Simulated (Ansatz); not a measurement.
# CH6FGaSi: up Jacob's ladder to CCSD(T)

How much do the methods differ for CH6FGaSi? The plan is to run it at one geometry with functionals of several rungs and with coupled cluster. The yardstick is the atomisation energy at the CCSD(T) limit.

Program: Ansatz 0.2.0, Gaussian basis. Level of theory: functionals in def2-TZVPP, the program's frozen cores in correlated methods. These are calculated values, not measurements.

Levels to be run: LDA (SPW92), PBE-D4, revPBE-D4, BLYP-D4, r2SCAN-D4, B97M-V, PBE0-D4, B3LYP-D4, r2SCANh-D4, r2SCAN0-D4, HSE06-D4, BHLYP-D4, CAM-B3LYP-D4, LC-ωPBE, ωB97X-V, ωB97M-V, B2PLYP, PBE-QIDH; CCSD(T)/def2-SVP; CCSD(T)/def2-TZVPP; MP2/def2-QZVPP; extrapolation to the limit; RPA on PBE.

## 1. The geometry

The geometry comes from an earlier relaxation with PBE0-D4 in a triple-zeta def2 set; it is a stationary point, not always the lowest conformer.

SMILES `F[CH]([SiH3])[GaH2]`, 10 atoms, charge 0, spin multiplicity 1.

Atoms are counted from 1 here; the program's logs count them from 0.

Bond lengths: F1–C2 1.406 Å, C2–Si3 1.890 Å, C2–Ga4 1.990 Å, C2–H5 1.100 Å, Si3–H6 1.488 Å, Si3–H7 1.488 Å, Si3–H8 1.486 Å, Ga4–H9 1.564 Å, Ga4–H10 1.569 Å. Angles: F1–C2–Si3 109.3°, F1–C2–Ga4 111.1°, F1–C2–H5 107.6°, Si3–C2–Ga4 113.4°, Si3–C2–H5 107.4°, Ga4–C2–H5 107.8°, C2–Si3–H6 110.3°, C2–Si3–H7 107.6°, C2–Si3–H8 111.2°, H6–Si3–H7 108.8°, H6–Si3–H8 108.9°, H7–Si3–H8 109.9°, C2–Ga4–H9 119.2°, C2–Ga4–H10 118.0°, H9–Ga4–H10 122.7°.

## 2. LDA

This LDA is Slater exchange with PW92 correlation.

in.yaml

```yaml
crystal:
  periodic: [false, false, false]
  atoms:
    - {symbol: F, position_ang: [-1.860991, -0.181360, -0.633189]}
    - {symbol: C, position_ang: [-0.462161, -0.044831, -0.623082]}
    - {symbol: Si, position_ang: [0.284485, -1.340589, 0.532079]}
    - {symbol: Ga, position_ang: [0.072962, 1.817537, -0.170989]}
    - {symbol: H, position_ang: [-0.099603, -0.262132, -1.638470]}
    - {symbol: H, position_ang: [-0.060334, -1.033043, 1.946182]}
    - {symbol: H, position_ang: [1.762903, -1.284075, 0.375288]}
    - {symbol: H, position_ang: [-0.208507, -2.702931, 0.202371]}
    - {symbol: H, position_ang: [-1.027364, 2.850354, 0.239544]}
    - {symbol: H, position_ang: [1.598610, 2.181069, -0.229723]}
basis:
  gaussian: {orbitals: def2-TZVPP}
hamiltonian: {xc: lda}
output: {orbitals: {seedname: orbitals}}
```

The run is started by

```sh
$ ansatz run in.yaml --threads 2 --pin off --events-out ev --progress --plain --max-ram 4352MiB
```

The runs that follow: PBE-D4 (GGA); revPBE-D4 (GGA); BLYP-D4 (GGA); r2SCAN-D4 (meta-GGA); B97M-V (meta-GGA); B3LYP-D4 (hybrid); r2SCANh-D4 (hybrid); r2SCAN0-D4 (hybrid); HSE06-D4 (hybrid); BHLYP-D4 (hybrid); CAM-B3LYP-D4 (range-separated); LC-ωPBE (range-separated); ωB97X-V (range-separated); ωB97M-V (range-separated); B2PLYP (double hybrid); PBE-QIDH (double hybrid); CCSD(T) in def2-SVP; CCSD(T) in def2-TZVPP; MP2 in def2-QZVPP; RPA on PBE orbitals.

Before running them: what should the planned runs give, taken together? Wanted: atomisation energy, CCSD(T)/CBS; farthest beyond LDA; mean size of error, GGA; mean size of error, meta-GGA; mean size of error, hybrid; mean size of error, range-separated; mean size of error, double hybrid; gap, smallest and largest; T1 diagnostic.

As calculated:

```
                               quantity                                                                                     value
        atomisation energy, CCSD(T)/CBS                                                                                 30.853 eV
    functionals within 0.309 eV (1.0 %)  PBE-D4, r2SCAN-D4, B97M-V, B3LYP-D4, r2SCANh-D4, CAM-B3LYP-D4, LC-ωPBE, ωB97X-V, ωB97M-V
                    farthest beyond LDA                                                                      BHLYP-D4 (-0.858 eV)
                mean size of error, GGA                                                                                  0.373 eV
           mean size of error, meta-GGA                                                                                  0.043 eV
             mean size of error, hybrid                                                                                  0.409 eV
    mean size of error, range-separated                                                                                  0.116 eV
      mean size of error, double hybrid                                                                                  0.480 eV
              gap, smallest and largest                                                 3.64 eV (LDA (SPW92)), 10.61 eV (LC-ωPBE)
                          T1 diagnostic                                                                                    0.0130
triples share of the correlation energy                                                                                     3.4 %
```

In words: LDA overbinds by 4.044 eV (13 %). PBE-D4 misses by -0.021 eV. Double hybrids carry the basis error of their MP2 part in triple zeta, and no dispersion term here, so their miss is partly the set-up's. The rungs meta-GGA, range-separated miss on average by less than the doubt on the reference (0.309 eV), so they tie. Misses under about 0.309 eV are within the doubt on the reference itself, which lacks core-valence correlation, relativity and higher excitations, and its outer-core shells are covered unevenly. Hartree-Fock recovers 73 % of the binding; the rest is correlation. CCSD(T) in def2-SVP is off by -1.865 eV, more than most functionals: a good method in a small basis is no reference. The gap grows from 3.6 to 10.6 eV across the functionals, mostly with the share of exact exchange. Correlated methods include outer-core shells of Ga, which these sets cover unevenly.
